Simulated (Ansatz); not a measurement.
## Tc3Sn under changes of volume

One of the cells (15.961 Å³/atom); the others are scaled copies at fixed shape and fractional positions:

```
Sn Tc
1.0
     0.00000    3.17219    3.17219
     3.17219    0.00000    3.17219
     3.17219    3.17219    0.00000
Sn Tc
1 3
Direct
  0.00000 0.00000 0.00000
  0.50000 0.50000 0.50000
  0.75000 0.75000 0.75000
  0.25000 0.25000 0.25000
```

The cell comes from a database or a generator and needn't be the stable form of this composition.

* Program: Ansatz 0.2.0
* Functional: PBE
* Potentials or basis: Ansatz PAW earlier set
* Cutoff: 500 eV (not typed: the program's choice for these potentials)
* k mesh: 7 × 7 × 7
* Occupations: fermi-dirac, width 0.05 eV
* Spin: no spin polarisation

| volume (Å³/atom) | energy over the lowest point (meV/atom) | pressure (GPa) |
| --- | --- | --- |
| 15.003 | 32.69 | 14.0 |
| 15.322 | 11.01 | 8.1 |
| 15.641 | 0.52 | 2.8 |
| 15.961 | 0.00 | -1.9 |
| 16.280 | 8.35 | -6.1 |
| 16.599 | ? | ? |
| 16.918 | 47.85 | -13.2 |

Problem. What does the run at 16.599 Å³/atom give?

Solution. Energy over the lowest point 24.59 meV/atom; pressure -9.9 GPa.

Worked out: A Birch-Murnaghan fit of order 3 (a polynomial in V^(-2/3)) to the other rows has its minimum at 15.82 Å³/atom with B0 = V·E''(V) = 232 GPa and B' = 4.8. It gives 24.59 meV/atom at 16.599 Å³/atom, against the run's 24.59, and -dE/dV = -10.0 GPa, against -9.9.

Energies are extrapolated to zero smearing.
